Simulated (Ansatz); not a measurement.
Here is an Ansatz input file for TbP, space group Fm-3m. Write the same calculation for the Python package.

```yaml
crystal:
  lattice:
    - [0.0, 2.844, 2.844]
    - [2.844, 0.0, 2.844]
    - [2.844, 2.844, 0.0]
  atoms:
    - { symbol: Tb, position: [0.0, 0.0, 0.0] }
    - { symbol: P, position: [0.5, 0.5, 0.5] }
basis:
  ecutwfc: 653.0732699037
kpoints:
  mp_grid: { grid: [8, 8, 8], shift: [0.0, 0.0, 0.0] }
  band_path:
    path: [[0.0, 0.0, 0.0], [0.5, 0.0, 0.5], [0.625, 0.25, 0.625]]
    npoints: 6
hamiltonian:
  xc: r2scan
magnetization:
  spin_polarized: true
  per_species: { Tb: 7.8 }
scf:
  occupations: { method: fermi_dirac, width: 0.05 }
output:
  write_density: true
  write_potential: true
  volumetric_format: npy
  elf: true
```

Launched from the shell:
```console
$ ansatz run input.yaml --threads 1 --pin off --max-ram 3072MiB --backend cpu --events-out ev --progress --plain --runs-dir out
Warning: where an SCF of this run starts from atoms to list the orders of its open shells, Tb (site 0, from 0) starts with 5.55 μB on its 4f shell and 0.55 μB on its 5d shell, in the place of the 7.80 μB that the deck gives it: its open shells can hold no more by Hund's first rule. To start from spheres of the given moment, type scf.initial_density.shell_occupations: []
Engine: ansatz 0.2.0, x86_64-unknown-linux-gnu
Pseudopotentials: kind: paw
Pseudopotential: Tb, paw, valence charge 19, recommended cutoff 500 eV (meta_gga), Tb.paw.azcp
Pseudopotential: P, paw, valence charge 5, recommended cutoff 500 eV (meta_gga), P.paw.azcp
Functional definition: r2SCAN
  parameter k0 = 0.174
  parameter k1 = 0.065
  parameter a1 = 4.9479
  exchange = r2scan_x(k0 = k0, k1 = k1, a1 = a1)
  correlation = r2scan_c
Crystal: 2 atoms, lattice volume = 46.006 Å³
Basis set: ecut = 653.0732699037 eV, 1807 PW (Γ), exchange–correlation on 144×144×144 points (64 copies of the dense FFT grid, shifted against one another)
Bands: 20, of which v1, the nominal top of the filled ones, is band 12 counted from 1 (11 counted from 0)
Symmetry: 48 space group operations
Space group: Fm-3m (ITA 225), of the structure as read, at distance tolerance 3.6e-5 Å
Magnetic group: BNS 225.116 (UNI 1618), of the structure as read, at distance tolerance 3.6e-5 Å
k-points: 29 of 512
Non-local potential: Tb, projectors of the file, l = 0: 3, l = 1: 2, l = 2: 2, l = 3: 3
Non-local potential: P, projectors of the file, l = 0: 2, l = 1: 2, l = 2: 2
PAW form: soft (Blöchl's): semilocal exchange-correlation on the pseudo side does not see the compensation charge
PAW frozen core: Tb, regenerated for the run's functional (the file was generated under x = pbe(κ = 0.804, μ = 0.2195149727645171), c = pbe(β = 0.06672455060314922))
PAW frozen core: P, regenerated for the run's functional (the file was generated under x = pbe(κ = 0.804, μ = 0.2195149727645171), c = pbe(β = 0.06672455060314922))
PAW one-centre angular grid: Tb, 2702 points (default); XC on 160 Gauss nodes
PAW one-centre angular grid: P, 302 points (default); XC on 160 Gauss nodes
Initial density: superposition of atomic densities (chi_scale 0.1, normalization cell)
Starting moments: Σ|m| = 7.8 μB on 1 of 2 sites
Initial wavefunctions: pseudopotential atomic-orbital guess
Functional: x = r2scan, c = r2scan; τ floored in thin density (d = 2e-4 eV/Å³)
SCF iter   1: F=—  HF=-10718.352258 eV  |F-HF|=—  |Δ(HF+E_count)|=         —  Δρ=6.12e-2 (↑2.11e-2 ↓6.12e-2)  dr2=2.57e0  dr2_τ=7.55e-3  dr2_m=4.35e-1  M=6.021 μB ∫|m|=6.021 μB  β_m=1.00  ethr=3.10e-3  ⟨swp⟩=6.0  Hψ=6079  notcnv=0
Mixer restart at iter 1: flushing history
preconditioner: auto → Kerker (q_TF=auto, 2.448 Å⁻¹)  [metal: Δε(μ)=0.004 eV  Ē_g=12.507 eV  σ=0.050 eV  W_gap=0.02  n_scr=14 (ndim 8)  ℏωp=25.7 eV  f_vac=0.000  D(μ)=14.00/eV (n_scr^D=330)]
spin=Collinear: Kerker preconditioning applied to the charge; magnetization (m = ρ↑ − ρ↓) channel mixes plain (no charge-response kernel on spin).
SCF iter   2: F=—  HF=-10718.757370 eV  |F-HF|=—  |Δ(HF+E_count)|=   4.05e-1  Δρ=2.87e-2 (↑1.88e-2 ↓2.87e-2)  dr2=1.42e0  dr2_τ=3.19e-3  dr2_m=2.49e-2  M=6.017 μB ∫|m|=6.017 μB  β_m=1.00  ethr=3.10e-3  ⟨swp⟩=3.5  Hψ=2884  notcnv=0  defer=48  κ⁻¹=1.0e0(r=1)
SCF iter   3: F=—  HF=-10719.220350 eV  |F-HF|=—  |Δ(HF+E_count)|=   4.63e-1  Δρ=1.36e-2 (↑1.36e-2 ↓1.32e-2)  dr2=3.89e-1  dr2_τ=2.18e-3  dr2_m=1.08e-2  M=6.026 μB ∫|m|=6.036 μB  β_m=1.00  ethr=3.10e-3  ⟨swp⟩=3.2  Hψ=2481  notcnv=0  defer=48  κ⁻¹=1.0e-1(r=2)
SCF iter   4: F=—  HF=-10719.642293 eV  |F-HF|=—  |Δ(HF+E_count)|=   4.22e-1  Δρ=7.14e-3 (↑7.14e-3 ↓5.59e-3)  dr2=2.96e-2  dr2_τ=1.06e-3  dr2_m=3.56e-3  M=6.028 μB ∫|m|=6.107 μB  β_m=1.00  ethr=1.62e-3  ⟨swp⟩=3.5  Hψ=2891  notcnv=0  defer=46  κ⁻¹=2.5e-2(r=3)
SCF iter   5: F=—  HF=-10719.728516 eV  |F-HF|=—  |Δ(HF+E_count)|=   8.62e-2  Δρ=3.91e-3 (↑3.91e-3 ↓3.66e-3)  dr2=1.15e-2  dr2_τ=2.55e-4  dr2_m=7.82e-5  M=6.026 μB ∫|m|=6.144 μB  β_m=1.00  ethr=1.23e-4  ⟨swp⟩=2.7  Hψ=2655  notcnv=0  defer=74  κ⁻¹=4.5e-3(r=4)
SCF iter   6: F=—  HF=-10719.767700 eV  |F-HF|=—  |Δ(HF+E_count)|=   3.92e-2  Δρ=2.07e-3 (↑1.88e-3 ↓2.07e-3)  dr2=2.88e-3  dr2_τ=3.78e-5  dr2_m=1.40e-4  M=6.023 μB ∫|m|=6.164 μB  β_m=1.00  ethr=4.81e-5  ⟨swp⟩=2.0  Hψ=2211  notcnv=0  defer=77  κ⁻¹=7.2e-4(r=5)
SCF iter   7: F=—  HF=-10719.776158 eV  |F-HF|=—  |Δ(HF+E_count)|=   8.46e-3  Δρ=1.18e-3 (↑1.14e-3 ↓1.18e-3)  dr2=1.37e-3  dr2_τ=1.55e-5  dr2_m=1.11e-5  M=6.019 μB ∫|m|=6.156 μB  β_m=1.00  ethr=1.20e-5  ⟨swp⟩=2.1  Hψ=2613  notcnv=0  defer=91  κ⁻¹=7.0e-5(r=6)
SCF iter   8: F=—  HF=-10719.777799 eV  |F-HF|=—  |Δ(HF+E_count)|=   1.64e-3  Δρ=6.58e-4 (↑5.74e-4 ↓6.58e-4)  dr2=4.40e-4  dr2_τ=6.70e-6  dr2_m=1.24e-5  M=6.017 μB ∫|m|=6.143 μB  β_m=1.00  ethr=5.70e-6  ⟨swp⟩=2.1  Hψ=1963  notcnv=0  defer=94  κ⁻¹=4.0e-5(r=7)
SCF iter   9: F=—  HF=-10719.778438 eV  |F-HF|=—  |Δ(HF+E_count)|=   6.39e-4  Δρ=2.15e-4 (↑1.94e-4 ↓2.15e-4)  dr2=6.26e-5  dr2_τ=9.76e-7  dr2_m=2.15e-6  M=6.014 μB ∫|m|=6.142 μB  β_m=1.00  ethr=1.83e-6  ⟨swp⟩=2.0  Hψ=2007  notcnv=0  defer=97  κ⁻¹=7.3e-6(r=8)
SCF iter  10: F=—  HF=-10719.778479 eV  |F-HF|=—  |Δ(HF+E_count)|=   4.12e-5  Δρ=1.79e-4 (↑1.25e-4 ↓1.79e-4)  dr2=2.27e-5  dr2_τ=4.63e-7  dr2_m=1.35e-6  M=6.014 μB ∫|m|=6.144 μB  β_m=1.00  ethr=2.61e-7  ⟨swp⟩=2.0  Hψ=1811  notcnv=0  defer=97  κ⁻¹=6.4e-6(r=8)
SCF iter  11: F=—  HF=-10719.778526 eV  |F-HF|=—  |Δ(HF+E_count)|=   4.74e-5  Δρ=7.47e-5 (↑7.47e-5 ↓5.84e-5)  dr2=4.03e-6  dr2_τ=9.92e-8  dr2_m=9.08e-7  M=6.013 μB ∫|m|=6.144 μB  β_m=1.00  ethr=9.47e-8  ⟨swp⟩=2.0  Hψ=1736  notcnv=0  defer=97  κ⁻¹=6.9e-6(r=8)
SCF iter  12: F=—  HF=-10720.001284 eV  |F-HF|=—  |Δ(HF+E_count)|=         —  Δρ=2.07e-2 (↑6.19e-4 ↓2.07e-2)  dr2=5.79e-2  dr2_τ=6.15e-4  dr2_m=4.65e-2  M=6.048 μB ∫|m|=6.135 μB  β_m=1.00  ethr=1.68e-8  ⟨swp⟩=2.0  Hψ=1801  notcnv=0  defer=97
Mixer restart at iter 12: flushing history
SCF iter  13: F=—  HF=-10719.234452 eV  |F-HF|=—  |Δ(HF+E_count)|=         —  Δρ=4.32e-3 (↑4.32e-3 ↓2.43e-3)  dr2=4.50e-3  dr2_τ=3.65e-4  dr2_m=2.90e-3  M=6.053 μB ∫|m|=6.129 μB  β_m=1.00  ethr=2.08e-4  ⟨swp⟩=3.1  Hψ=2447  notcnv=0  defer=97
Mixer restart at iter 13: flushing history
SCF iter  14: F=—  HF=-10719.248628 eV  |F-HF|=—  |Δ(HF+E_count)|=         —  Δρ=8.74e-3 (↑4.61e-3 ↓8.74e-3)  dr2=6.67e-2  dr2_τ=2.10e-4  dr2_m=2.26e-3  M=6.093 μB ∫|m|=6.164 μB  ethr=2.08e-4  ⟨swp⟩=3.4  Hψ=2879  notcnv=0  defer=70
Mixer restart at iter 14: flushing history
[... 5 lines left out ...]
SCF iter  20: F=—  HF=-10719.778536 eV  |F-HF|=—  |Δ(HF+E_count)|=   1.06e-7  Δρ=6.51e-6 (↑4.40e-6 ↓6.51e-6)  dr2=6.51e-8  dr2_τ=2.30e-10  dr2_m=2.82e-9  M=6.013 μB ∫|m|=6.143 μB  β_m=1.00  ethr=2.15e-9  ⟨swp⟩=2.1  Hψ=1704  notcnv=0  defer=38  κ⁻¹=2.2e-4(r=5)
SCF iter  21: F=-10719.778536 eV  HF=-10719.778536 eV  |F-HF|=5.64e-10  |Δ(HF+E_count)|=   2.41e-8  Δρ=8.28e-6 (↑3.18e-6 ↓8.28e-6)  dr2=3.20e-8  dr2_τ=1.08e-10  dr2_m=4.53e-9  M=6.013 μB ∫|m|=6.143 μB  ethr=2.71e-10  ⟨swp⟩=5.4  Hψ=4728  notcnv=0
SCF 1 converged in 21 iterations: F = -10719.778536 eV  dr2 = 3.20e-8
  greatest PAW one-centre occupation: 0.995 electrons in one spin orbital (limit 2), on the Tb atom at site 0 (counted from 0), in its partial waves of l = 0
Symmetry: 8 space group operations
k-points: 78 of 512
Initial density: read from a saved state, or passed on in memory by an earlier SCF of this step, an earlier step, the calling program or the single point that the run made first
Starting moments: Σ|m| = 7.8 μB on 1 of 2 sites; this step starts from the density that it was given
Initial wavefunctions: those read from a saved state, or passed on in memory by an earlier step or the calling program
iter 1 solved again at ethr=1.33e-10 eV; its pass at ethr=4.17e-6 eV (dr2=3.20e-8 eV) is discarded
SCF iter   1: F=—  HF=-10719.778536 eV  |F-HF|=—  |Δ(HF+E_count)|=         —  Δρ=8.26e-6 (↑3.17e-6 ↓8.26e-6)  dr2=3.20e-8  dr2_τ=1.10e-10  dr2_m=4.52e-9  M=6.013 μB ∫|m|=6.143 μB  ethr=1.33e-10  ⟨swp⟩=1.0  Hψ=18906  notcnv=0
preconditioner: auto → none  [insulator: Δε(μ)=0.297 eV  Ē_g=12.701 eV  σ=0.050 eV  W_gap=0.70  n_scr=14 (ndim 8)  ℏωp=25.7 eV  f_vac=0.000  D(μ)=0.32/eV (n_scr^D=0)  ε∞_Penn≈5.1]
SCF iter   2: F=-10719.778535 eV  HF=-10719.778535 eV  |F-HF|=3.44e-8  |Δ(HF+E_count)|=   1.50e-6  Δρ=6.79e-6 (↑6.79e-6 ↓4.35e-6)  dr2=1.18e-8  dr2_τ=4.52e-10  dr2_m=1.28e-9  M=6.013 μB ∫|m|=6.143 μB  ethr=4.17e-10  ⟨swp⟩=2.4  Hψ=14870  notcnv=0
an SCF along what the orbitals of the run's state read of its open shells (or to have them read: on a GPU, or by another smearing), with 40 of the crystal's symmetry operations given up (78 k-points in place of 29), reached no lower state that the run goes on to. This is no proof of a minimum
this state was not tested for a lower state beside it, because the mixer in use, unlike msr1, does not test its closes by its own steps (another_mixer; see scf.mixing.algorithm and scf.lower_state_search)
NSCF: frozen V_eff on 13 k-points
SCF converged after 21 iterations
Magnetization: 6.0130 μB (15.0065 up, 8.9935 down)
Absolute magnetization: 6.1431 μB (∫|ρ↑−ρ↓|, with the PAW one-centre terms)
Spin contamination: 0.0270 ħ² per cell (⟨S²⟩ above its minimum at these occupations)
Per-site moments (μB) at R_I (Å): [(5.990031621937631, 1.17315), (-0.06267884810519063, 1.17315)]
Free energy (F): -10719.778536 eV
Harris-Foulkes:  -10719.778536 eV  (|F-HF|=5.64e-10)
Internal energy: -10719.774766 eV  (E = F + TS)
E sigma→0 (E₀):  -10719.776651 eV
Entropy (-TS):   -0.003770 eV (-1.885 meV/atom)
Fermi energy:    11.153680 eV
--- Per-component energies (eV) ---
  E_band       = -26.055243
  E_kinetic    = 425.869802
  E_local      = -2987.806591  (includes V_loc(G=0)·N_el)
  E_nonlocal   = 688.081847
  E_hartree    = 1205.655152
  E_xc         = -241.560723
  E_vxc        = -294.536577  (∫ρ·V_xc dr)
  E_paw        = -7308.117755  (= ΣΔE_a)
  E_vpaw       = -284.435739  (= ΣTr[D̂ρ^β])
  E_aug_tail   = -0.000001  (compensation charges beyond the density's cutoff)
  E_vtau       = 15.453002  (kinetic-family band-sum trace: ∫τ·v_τ [+ j·A + Jᵃ·Aᵃ] dr)
  E_ewald      = -2502.224482
  E_core_change = 0.327984  (= ΣΔE_core)
  E_smearing   = -0.003770  (= −TS)
  E_closure    = -0.000000  (closes the sum)
  Σ components = -10719.778536   (vs F -10719.778536, Δ=0.00e0)
--- Band table (eV; the first three rows and the last of 58) ---
  k-point 0 ↑: bands = ["-36.5715", "-12.3500", "-12.3500", "-12.3500", "0.2527", "6.0277", "6.0277", "6.0277", "6.1634", "6.1634", "6.1634", "7.3288", "11.7096", "11.7096", "11.7096", "12.7385", "12.7385", "12.7385", "13.3027", "13.3027"]
  k-point 1 ↑: bands = ["-36.5697", "-12.3924", "-12.3538", "-12.3538", "0.4606", "6.0250", "6.0388", "6.0388", "6.1560", "6.1560", "6.1637", "7.3335", "10.4674", "10.8046", "10.8046", "13.0684", "13.0684", "13.2463", "14.4698", "14.4698"]
  k-point 2 ↑: bands = ["-36.5651", "-12.4925", "-12.3630", "-12.3630", "1.0134", "6.0254", "6.0687", "6.0687", "6.1394", "6.1394", "6.1645", "7.3451", "8.7452", "9.7638", "9.7638", "13.7415", "13.8501", "13.8501", "16.4263", "16.4263"]
  k-point 28 ↓: bands = ["-33.3616", "-10.3342", "-10.3342", "-10.2621", "1.6485", "8.7772", "9.0865", "9.0865", "10.9564", "12.1737", "12.1737", "12.2572", "13.1011", "13.1011", "13.3451", "15.0292", "15.0292", "16.2203", "17.5956", "17.7080"]
```

Script `tbp.py`:
```python
"""Bands of TbP along a path through the zone."""

from pathlib import Path

import ansatz as az
import numpy as np


def main() -> None:
    lattice = az.Lattice.of(
        (0.0, 2.844, 2.844),
        (2.844, 0.0, 2.844),
        (2.844, 2.844, 0.0),
    )
    sites = [
        ("Tb", (0.0, 0.0, 0.0)),
        ("P", (0.5, 0.5, 0.5)),
    ]
    system = az.Crystal(lattice=lattice)
    for symbol, position in sites:
        system = system.atom(symbol, position)
    system = system.moments(Tb=7.8)

    # high-symmetry points in fractions of the reciprocal vectors
    path = [
        ("G", (0.0, 0.0, 0.0)),
        ("X", (0.5, 0.0, 0.5)),
        ("U", (0.625, 0.25, 0.625)),
    ]
    calc = (
        system.calculation()
        .spin(az.SpinTreatment.COLLINEAR)
        .basis(24 * az.Ha)
        .functional("r2SCAN")
        .occupations("fermi_dirac", width=50 * az.meV)
        .kpoints(8, center="gamma")
        .band_structure([point for _, point in path], intervals=6)
        .density()
        .potential()
        .electron_localization_function()
        .output_files(volumetric_format="npy")
    )
    def show(event):
        row = event["data"]
        if event["event"] == "scf_iter" and row.get("free_energy_ev") is not None:
            print(f"  iteration {row['iter']:3d}  F = {row['free_energy_ev']:.6f} eV  residual {row['dr2_ev']:.2e}")


    res = calc.session().plan().execute(on_event=show)
    data = res.report

    for key in ("converged", "n_iterations", "n_electrons", "n_kpoints", "n_pw", "n_symmetry_ops", "free_energy_ev", "fermi_energy_ev"):
        print(f"{key:18s} {data[key]}")

    folder = Path(res.write_results("fields"))
    for name in sorted(p.name for p in folder.glob("*.npy")):
        field = np.load(folder / name)
        print(f"{name:16s} {str(field.shape):16s} min {field.min():10.4f}  mean {field.mean():10.4f}  max {field.max():10.4f}")

    print("energy terms (eV)")
    for term, value in data["components"].items():
        if abs(value) > 1e-9:
            print(f"  {term:26s} {value:16.5f}")

    bands = res.band_structure()
    fermi = bands.fermi_energy_ev
    for spin, channel in enumerate(bands.channels):
        print("channel", spin, "- levels within 6 eV of the Fermi level")
        for i, (label, _) in enumerate(path):
            levels = channel.eigenvalues_ev[i * 6] - fermi
            print(f"  {label:3s}", " ".join(f"{e:7.3f}" for e in levels if abs(e) < 6))


if __name__ == "__main__":
    main()
```

```console
$ python tbp.py
DeckWarning: where an SCF of this run starts from atoms to list the orders of its open shells, Tb (site 0, from 0) starts with 5.55 μB on its 4f shell and 0.55 μB on its 5d shell, in the place of the 7.80 μB that the deck gives it: its open shells can hold no more by Hund's first rule. To start from spheres of the given moment, type scf.initial_density.shell_occupations: []
  iteration  21  F = -10719.778536 eV  residual 3.20e-08
  iteration   2  F = -10719.778535 eV  residual 1.17e-08
converged          True
n_iterations       21
n_electrons        24.0
n_kpoints          29
n_pw               1807
n_symmetry_ops     48
free_energy_ev     -10719.778536122838
fermi_energy_ev    11.153679923491241
elf.npy          (36, 36, 36)     min     0.0000  mean     0.3878  max     0.8408
elf_dn.npy       (36, 36, 36)     min     0.0000  mean     0.3970  max     0.8707
elf_up.npy       (36, 36, 36)     min     0.0000  mean     0.3804  max     0.8369
rho.npy          (36, 36, 36)     min     0.0265  mean     0.5217  max    23.9519
rho_spin.npy     (36, 36, 36)     min    -0.0142  mean     0.1307  max    18.1324
v_es.npy         (36, 36, 36)     min   -61.9751  mean     4.8341  max    14.7457
v_tot_dn.npy     (36, 36, 36)     min   -83.7576  mean    -5.9148  max     9.8585
v_tot_up.npy     (36, 36, 36)     min   -85.8599  mean    -6.0556  max     9.8388
energy terms (eV)
  e_band                            -26.05525
  e_kinetic                         425.86980
  e_local                         -2987.80660
  e_nonlocal                        688.08185
  e_hartree                        1205.65516
  e_xc                             -241.56072
  e_vxc                            -294.53658
  e_paw                           -7308.11775
  e_vpaw                           -284.43574
  e_augmentation_tail                -0.00000
  e_vtau                             15.45300
  e_ewald                         -2502.22448
  e_core_change                       0.32798
  e_smearing                         -0.00377
channel 0 - levels within 6 eV of the Fermi level
  G    -5.126  -5.126  -5.126  -4.990  -4.990  -4.990  -3.825   0.556   0.556   0.556   1.585   1.585   1.585   2.149   2.149
  X    -5.083  -5.083  -5.034  -5.033  -5.023  -5.023  -3.768  -2.618  -0.572  -0.572  -0.431   3.330   4.753   5.478   5.478
  U    -5.077  -5.053  -5.039  -5.032  -5.023  -5.014  -3.770  -2.713  -2.500  -1.531   1.603   4.821   5.083   5.183   5.424
channel 1 - levels within 6 eV of the Fermi level
  G    -0.440  -0.440  -0.440  -0.321   2.064   2.064   2.064   2.113   2.113   2.113   2.166   2.166   2.166   2.992   2.992
  X    -2.320  -0.872  -0.872  -0.197  -0.044   1.070   1.301   1.301   2.032   2.321   2.321   4.307   5.411
  U    -2.564  -2.232  -1.490  -0.199   0.942   1.053   1.132   1.644   2.011   2.194   2.665   5.690   5.919
```
(Warnings from the package without file and line.)

Caveats:
- Absolute energies stand on the zero of these potentials, so only differences at equal settings mean something. A total without «per atom» is that of the cell as typed.
- Open f shells: without a Hubbard U, without spin-orbit coupling; the state reached hangs on the start and needn't be the lowest.
- The energy terms are those on the plane-wave grid, with the one-centre PAW part apart; e_band, e_vxc and e_vpaw aren't summands of the total.
- The computed bands are complete only to about 2.1 eV above the Fermi level.
- The mesh is modest for a metal, so energies can be off by several to tens of meV an atom and pressures by half a GPa or more; differences at equal mesh fare better.
- An absolute Fermi energy rests on an arbitrary zero of the periodic potential and has no direct meaning.
- r2SCAN tends to overestimate the moments of itinerant magnets.
- Densities and potentials on the grid are those of the valence electrons, and inside the cores they hang on the potentials used.
- The structure is a deposited one; some such entries were measured under pressure or heat, so a shift against it needn't be the functional's error alone.
- Gaps and levels are Kohn-Sham values on a finite set of k-points, without spin-orbit coupling.

(Lines on the test bed's own set-up are left out of the output.)
